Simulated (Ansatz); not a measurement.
Write a Python script for Ansatz's Python interface that makes an equation of state with a fit of LiCd, space group Fd-3m. Settings (first run): r2SCAN, PAW, cutoff 600 eV, 6×6×6 k-points, Fermi-Dirac smearing of 0.1 eV.

```
CELL_PARAMETERS angstrom
0.00000 3.33242 3.33242
3.33242 0.00000 3.33242
3.33242 3.33242 0.00000
ATOMIC_POSITIONS crystal
Li 0.25000 0.25000 0.25000
Li 0.00000 0.00000 0.00000
Cd 0.75000 0.75000 0.75000
Cd 0.50000 0.50000 0.50000
```

`licd_eos.py`
```python
'''Bulk modulus of LiCd from an E(V) curve.'''

import ansatz as az
import numpy as np
from pymatgen.analysis.eos import EOS

vectors0 = np.array([
    [0.0, 3.33242, 3.33242],
    [3.33242, 0.0, 3.33242],
    [3.33242, 3.33242, 0.0],
])
sites = [
    ('Li', (0.25, 0.25, 0.25)),
    ('Li', (0.0, 0.0, 0.0)),
    ('Cd', (0.75, 0.75, 0.75)),
    ('Cd', (0.5, 0.5, 0.5)),
]


def make_crystal(cell):
    crystal = az.Crystal(lattice=az.Lattice.of(cell))
    for symbol, position in sites:
        crystal = crystal.atom(symbol, position)
    return crystal


def main() -> None:
    # uniform scaling of the cell
    volumes, energies = [], []
    for scale in np.linspace(0.92, 1.08, 7):
        cell = vectors0 * scale ** (1 / 3)
        calculation = (
            make_crystal(cell).calculation()
            .occupations('Fermi-Dirac')
            .functional('r2SCAN')
            .basis(600)
            .kpoints(6, 6, 6)
        )
        report = calculation.run().report
        volumes.append(abs(np.linalg.det(cell)) / len(sites))
        energies.append(report['free_energy_ev'] / len(sites))
        print(f'V = {volumes[-1]:8.4f} A^3/atom  F = {energies[-1]:.5f} eV/atom')

    for form in ['birch_murnaghan', 'pourier_tarantola', 'murnaghan']:
        fit = EOS(eos_name=form).fit(volumes, energies)
        print(f'{form:18s} V0 {fit.v0:8.4f} A^3/atom  B0 {fit.b0_GPa:7.1f} GPa  B1 {fit.b1:5.2f}')


if __name__ == '__main__':
    main()
```

```console
$ python licd_eos.py
V =  17.0230 A^3/atom  F = -4236.90252 eV/atom
V =  17.5165 A^3/atom  F = -4236.91319 eV/atom
V =  18.0099 A^3/atom  F = -4236.91941 eV/atom
V =  18.5033 A^3/atom  F = -4236.92179 eV/atom
V =  18.9967 A^3/atom  F = -4236.92088 eV/atom
V =  19.4901 A^3/atom  F = -4236.91713 eV/atom
V =  19.9836 A^3/atom  F = -4236.91094 eV/atom
birch_murnaghan    V0  18.6028 A^3/atom  B0    39.1 GPa  B1  4.66
pourier_tarantola  V0  18.6023 A^3/atom  B0    39.2 GPa  B1  4.70
murnaghan          V0  18.6033 A^3/atom  B0    39.0 GPa  B1  4.61
```

A third-order Birch-Murnaghan fit through the 7 points has its minimum at 18.60 Å³ an atom, 0.5 % above the typed cell, with a bulk modulus of 39 GPa and dB/dP = 4.7. From that minimum the energy rises by 19.3 meV an atom on the compressed side and 10.9 meV on the expanded side.

Caveats:
- Absolute energies stand on the zero of these potentials, so only differences at equal settings mean something.
- For a metal this k-point mesh is coarse: on a finer one energies can move by several to tens of meV an atom and pressures by half a GPa or more, differences at one mesh by less.
- This cell is a computed structure, which may not be the phase found in nature.
- Hardware and time: 36 s on 1 thread of Arm Neoverse V1, on a shared host, peak memory 0.7 GiB.
